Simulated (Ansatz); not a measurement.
# CH5B2F: how energies converge with the basis set

Aim: see how fast density functionals converge with the basis set for CH5B2F.

Computed with Ansatz 0.2.0, Gaussian basis. Level: one geometry, several basis sets.

Plan: PBE0-D4/def2-SVP; ωB97M-V/def2-SVP; PBE0-D4/def2-QZVPP; ωB97M-V/def2-QZVPP; the functionals' def2-TZVPP values are taken from earlier runs.

### Step 1. Structure used throughout

All runs share one geometry, relaxed beforehand with PBE0-D4 in a triple-zeta def2 set.

SMILES `CBBF`, 9 atoms, charge 0, spin multiplicity 1.

Atoms are counted from 1 here; the program's logs count them from 0.

Bond lengths: C1–B2 1.557 Å, C1–H5 1.104 Å, C1–H6 1.091 Å, C1–H7 1.092 Å, B2–B3 1.683 Å, B2–H8 1.205 Å, B3–F4 1.331 Å, B3–H9 1.210 Å. Angles: B2–C1–H5 103.1°, B2–C1–H6 116.5°, B2–C1–H7 114.2°, H5–C1–H6 106.5°, H5–C1–H7 105.2°, H6–C1–H7 110.1°, C1–B2–B3 124.7°, C1–B2–H8 117.2°, B3–B2–H8 118.1°, B2–B3–F4 122.4°, B2–B3–H9 122.4°, F4–B3–H9 115.2°.

### Step 2. PBE0-D4 in def2-SVP

File in.yaml:

```yaml
crystal:
  periodic: [false, false, false]
  atoms:
    - {symbol: C, position_ang: [-0.157945, 1.261612, -0.141352]}
    - {symbol: B, position_ang: [0.497758, -0.143287, -0.286028]}
    - {symbol: B, position_ang: [-0.050623, -1.540643, 0.474555]}
    - {symbol: F, position_ang: [-0.983734, -2.325015, -0.059725]}
    - {symbol: H, position_ang: [-0.772921, 1.346511, -1.054653]}
    - {symbol: H, position_ang: [-0.836096, 1.398264, 0.702336]}
    - {symbol: H, position_ang: [0.548024, 2.093740, -0.193047]}
    - {symbol: H, position_ang: [1.463239, -0.229324, -1.002057]}
    - {symbol: H, position_ang: [0.380897, -1.908260, 1.543069]}
basis:
  gaussian: {orbitals: def2-SVP}
hamiltonian: {xc: pbe0, dispersion: d4}
output: {orbitals: {seedname: orbitals}}
```

Launch:

```console
$ ansatz run in.yaml --threads 2 --pin off --events-out ev --progress --plain --max-ram 4352MiB
```

What it wrote:

```text
Functional definition: PBE0
  name "PBE0"
  cite "Adamo & Barone, J. Chem. Phys. 110, 6158 (1999) doi:10.1063/1.478522"
  cite "Perdew, Burke & Ernzerhof, Phys. Rev. Lett. 77, 3865 (1996) doi:10.1103/PhysRevLett.77.3865"
  parent pbe
  parameter a = 0.25
  parameter kappa = 0.804
  parameter beta = 0.06672455060314922
  exchange = (1 - a)*pbe_x(kappa = kappa, mu = beta*pi^2/3) + a*exact_x
  correlation = pbe_c(beta = beta)
904 factors; their error is unknown
mean field evaluation 1: about -5174.3330 eV, gradient 4.2e1 eV
mean field evaluation 2: about -5173.5257 eV, gradient 4.6e1 eV
mean field evaluation 4: about -5178.4593 eV, gradient 2.2e0 eV
mean field evaluation 8: about -5178.4640 eV, gradient 1.8e-2 eV
mean field -5178.46401434 eV, -190.3050424382 hartree, gradient 2.8e-5 eV, S^2 0.000000; 0 other end points of the search recorded, 0 dependent functions left out
reference -5178.46403986 eV, -190.3050433758 hartree; 15, 15 occupied and 66, 66 virtual orbitals, 904 factors
Total energy: -5178.55912606 eV, -190.3085377293 hartree
```

Wall time 0.65 s (2 threads of Arm Neoverse V2, shared host).

### Step 3. ωB97M-V in def2-SVP

in.yaml: that of step 2 with these lines changed.

```diff
@@ -14,3 +14,3 @@
   gaussian: {orbitals: def2-SVP}
-hamiltonian: {xc: pbe0, dispersion: d4}
+hamiltonian: {xc: {name: wB97M-V}}
 output: {orbitals: {seedname: orbitals}}
```

The command is unchanged.

What it wrote, cut to the lines that bear on the results:

```text
Functional definition: wB97M-V
  name "wB97M-V"
  cite "Mardirossian & Head-Gordon, J. Chem. Phys. 144, 214110 (2016) doi:10.1063/1.4952647"
  cite "Becke, J. Chem. Phys. 107, 8554 (1997) doi:10.1063/1.475007"
  cite "Vydrov & Van Voorhis, J. Chem. Phys. 133, 244103 (2010) doi:10.1063/1.3521275"
  # Of w^i u^j: cxij and so on, Table III.
[...]
  gx(w, u) = 1 - cx + cx01*u + cx10*w
  gss(w, u) = css00 + css04*u^4 + css10*w + css20*w^2 + css43*w^4*u^3
  gos(w, u) = cos00 + cos10*w + (cos20 + cos21*u)*w^2 + (cos60 + cos61*u)*w^6
[...]
      + integral(e_c_pw_mod_opposite_spin*gos(b97_w_opposite, b97_u_opposite)) + vv10(b, c)
904 factors; their error is unknown
244 factors; integrals over basis functions are off by at most 1.2e-5 eV
[...]
mean field -5182.03172792 eV, -190.4361534939 hartree, gradient 2.4e-5 eV, S^2 0.000000; 0 other end points of the search recorded, 0 dependent functions left out
reference -5182.03176748 eV, -190.4361549478 hartree; 15, 15 occupied and 66, 66 virtual orbitals, 904 factors
Total energy: -5182.03176748 eV, -190.4361549478 hartree
```

Wall time 3 s (2 threads of Arm Neoverse V2, shared host).

### Step 4. PBE0-D4 in def2-QZVPP

in.yaml: that of step 3 with these lines changed.

```diff
@@ -13,4 +13,4 @@
 basis:
-  gaussian: {orbitals: def2-SVP}
-hamiltonian: {xc: {name: wB97M-V}}
+  gaussian: {orbitals: "def2-QZVPP.json"}
+hamiltonian: {xc: pbe0, dispersion: d4}
 output: {orbitals: {seedname: orbitals}}
```

Same command.

What it wrote:

```text
Functional definition: PBE0
  name "PBE0"
  cite "Adamo & Barone, J. Chem. Phys. 110, 6158 (1999) doi:10.1063/1.478522"
  cite "Perdew, Burke & Ernzerhof, Phys. Rev. Lett. 77, 3865 (1996) doi:10.1103/PhysRevLett.77.3865"
  parent pbe
  parameter a = 0.25
  parameter kappa = 0.804
  parameter beta = 0.06672455060314922
  exchange = (1 - a)*pbe_x(kappa = kappa, mu = beta*pi^2/3) + a*exact_x
  correlation = pbe_c(beta = beta)
1070 factors; their error is unknown
mean field evaluation 1: about -5178.5232 eV, gradient 5.4e1 eV
mean field evaluation 2: about -5176.9376 eV, gradient 5.9e1 eV
mean field evaluation 4: about -5184.7469 eV, gradient 3.6e0 eV
mean field evaluation 8: about -5184.7672 eV, gradient 2.6e-2 eV
mean field evaluation 16: about -5184.7664 eV, gradient 9.6e-6 eV
mean field -5184.76644776 eV, -190.5366525943 hartree, gradient 9.6e-6 eV, S^2 0.000000; 0 other end points of the search recorded, 0 dependent functions left out
reference -5184.76648503 eV, -190.5366539640 hartree; 15, 15 occupied and 363, 363 virtual orbitals, 1070 factors
Total energy: -5184.86157123 eV, -190.5401483175 hartree
```

Wall time 4.3 s (2 threads of Arm Neoverse V2, shared host); peak memory 0.8 GiB.

### Step 5. ωB97M-V in def2-QZVPP

in.yaml: that of step 4 with these lines changed.

```diff
@@ -14,3 +14,3 @@
   gaussian: {orbitals: "def2-QZVPP.json"}
-hamiltonian: {xc: pbe0, dispersion: d4}
+hamiltonian: {xc: {name: wB97M-V}}
 output: {orbitals: {seedname: orbitals}}
```

Same command.

What it wrote, cut to the lines that bear on the results:

```text
Functional definition: wB97M-V
  name "wB97M-V"
  cite "Mardirossian & Head-Gordon, J. Chem. Phys. 144, 214110 (2016) doi:10.1063/1.4952647"
  cite "Becke, J. Chem. Phys. 107, 8554 (1997) doi:10.1063/1.475007"
  cite "Vydrov & Van Voorhis, J. Chem. Phys. 133, 244103 (2010) doi:10.1063/1.3521275"
  # Of w^i u^j: cxij and so on, Table III.
[...]
  gx(w, u) = 1 - cx + cx01*u + cx10*w
  gss(w, u) = css00 + css04*u^4 + css10*w + css20*w^2 + css43*w^4*u^3
  gos(w, u) = cos00 + cos10*w + (cos20 + cos21*u)*w^2 + (cos60 + cos61*u)*w^6
[...]
      + integral(e_c_pw_mod_opposite_spin*gos(b97_w_opposite, b97_u_opposite)) + vv10(b, c)
1070 factors; their error is unknown
320 factors; integrals over basis functions are off by at most 1.3e-5 eV
[...]
mean field -5188.57221338 eV, -190.6765119010 hartree, gradient 6.9e-5 eV, S^2 0.000000; 0 other end points of the search recorded, 0 dependent functions left out
reference -5188.57227550 eV, -190.6765141841 hartree; 15, 15 occupied and 363, 363 virtual orbitals, 1070 factors
Total energy: -5188.57227550 eV, -190.6765141841 hartree
```

It took 12 s on 2 threads of Arm Neoverse V2, shared host; peak memory 1 GiB.

### Step 6. Functionals by basis

The def2-TZVPP values come from earlier runs at the same geometry.

```tsv
functional	basis	functions	energy (eV)	from the largest (eV)	HOMO (eV)	LUMO (eV)
PBE0-D4	def2-SVP	81	-5178.5591	6.302	-7.73	-1.39
PBE0-D4	def2-TZVPP	194	-5184.5665	0.295	-7.81	-1.50
PBE0-D4	def2-QZVPP	378	-5184.8616	0.000	-7.82	-1.52
ωB97M-V	def2-SVP	81	-5182.0318	6.541	-9.99	0.68
ωB97M-V	def2-TZVPP	194	-5188.2923	0.280	-10.09	0.45
ωB97M-V	def2-QZVPP	378	-5188.5723	0.000	-10.11	0.37
```

### Step 7. Summary of results

| quantity | value |
| --- | --- |
| PBE0-D4: double and triple zeta above quadruple | 6.30, 0.30 eV |
| ωB97M-V: double and triple zeta above quadruple | 6.54, 0.28 eV |

In words: For PBE0-D4 the step from double to triple zeta gains 6.01 eV and the next only 0.30 eV. These are total energies; as a rule much of such shifts cancels in differences, which this series doesn't test.

For PBE0-D4 the largest set took about 7 times as long as the smallest (4.3 s against 0.65 s).
